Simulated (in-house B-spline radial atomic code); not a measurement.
# Zn²³⁺: excited configurations

Aim: the energies of several excited configurations of Zn²³⁺ above a reference configuration, each from its own self-consistent run.

Method: Dirac-Hartree-Fock, average of configuration, Fermi nucleus, basis-set limit. Code: in-house B-spline radial atomic code version 1.

**1. What is computed**

| Quantity | Value |
| --- | --- |
| element | zinc (Z = 30) |
| charge | +23 |
| electrons | 7 |
| configuration | [He] 2s2 2p3 |
| Hamiltonian | Dirac-Coulomb |
| nucleus | Fermi, rms radius 3.928 fm |

Outer shells as boxes (Hund's rule):

[He] 2s2 2p3
```
[He] core
2s [↑↓]
2p [↑ ][↑ ][↑ ]
```

The boxes draw the filling by Hund's rule, which heavy ions in jj coupling don't follow; these runs average over all states of the configuration.

Input settings:

```ini
Z = 30
electrons = 7.0
configuration = [He] 2s2 2p3
hamiltonian = dirac
method = hf
spin_polarised = False
nucleus = fermi
rms_radius = 3.9283
mass_number = 64
atomic_mass = 63.929141776
speed_of_light = 137.035999084
```

This reference run was done before. Its total energy is -1351.039946 hartree, and its levels are (the highest eight at most):

```
orbital  occupation  energy (eV)  <r> (bohr)
  1s1/2           2     -11046.3     0.05007
  2s1/2           2     -2331.35      0.2140
  2p1/2           1     -2238.47      0.1828
  2p3/2           2     -2211.21      0.1857
```

**2. Run with [He] 2s1 2p3 5s1**

Input settings:

```ini
Z = 30
electrons = 7.0
configuration = [He] 2s1 2p3 5s1
hamiltonian = dirac
method = hf
spin_polarised = False
nucleus = fermi
rms_radius = 3.9283
mass_number = 64
atomic_mass = 63.929141776
speed_of_light = 137.035999084
```

**3. Run with [He] 2s2 2p2 4d1**

The settings differ from step 2 so:

```diff
@@ -2,3 +2,3 @@
 electrons = 7.0
-configuration = [He] 2s1 2p3 5s1
+configuration = [He] 2s2 2p2 4d1
 hamiltonian = dirac
```

**4. [He] 2s1 2p3 4s1**

The settings differ from step 3 so:

```diff
@@ -2,3 +2,3 @@
 electrons = 7.0
-configuration = [He] 2s2 2p2 4d1
+configuration = [He] 2s1 2p3 4s1
 hamiltonian = dirac
```

**5. Configuration [He] 2s1 2p4**

The settings differ from step 4 so:

```diff
@@ -2,3 +2,3 @@
 electrons = 7.0
-configuration = [He] 2s1 2p3 4s1
+configuration = [He] 2s1 2p4
 hamiltonian = dirac
```

**6. [He] 2s2 2p2 3p1**

The settings differ from step 5 so:

```diff
@@ -2,3 +2,3 @@
 electrons = 7.0
-configuration = [He] 2s1 2p4
+configuration = [He] 2s2 2p2 3p1
 hamiltonian = dirac
```

Before running: How far above the reference does each configuration lie (order and size, in eV)?

As calculated:

| net move | configuration | energy above the reference (eV) | with Breit, QED, recoil (eV) | largest <r> (bohr) |
| --- | --- | --- | --- | --- |
| 2s → 2p | [He] 2s1 2p4 | 129.09 | 128.60 | 0.214 |
| 2p → 3p | [He] 2s2 2p2 3p1 | 1286.68 | 1285.78 | 0.489 |
| 2p → 4d | [He] 2s2 2p2 4d1 | 1719.74 | 1718.55 | 0.857 |
| 2s → 4s | [He] 2s1 2p3 4s1 | 1800.63 | 1799.05 | 0.924 |
| 2s → 5s | [He] 2s1 2p3 5s1 | 1996.76 | 1995.09 | 1.47 |

Quantum defects of the promoted electron, δ = n − ζ/√(−2ε) with ζ = 24 and ε its orbital energy in hartree:

| promotion | δ |
| --- | --- |
| 2p → 3p | 0.100 |
| 2p → 4d | 0.037 |
| 2s → 4s | 0.234 |
| 2s → 5s | 0.205 |

**Reading.** The lowest of them is 2s → 2p at 129.09 eV and the highest 2s → 5s at 1996.76 eV. Of those tabulated, the defect is largest for 4s (0.23) and least for 4d (0.04); at this charge much of the defect is relativistic. Two partly filled shells share a symmetry and can mix in the average, which may lower the energy, for: 2p → 3p; 2s → 4s; 2s → 5s. These are averages over configurations, without correlation, not spectroscopic levels.
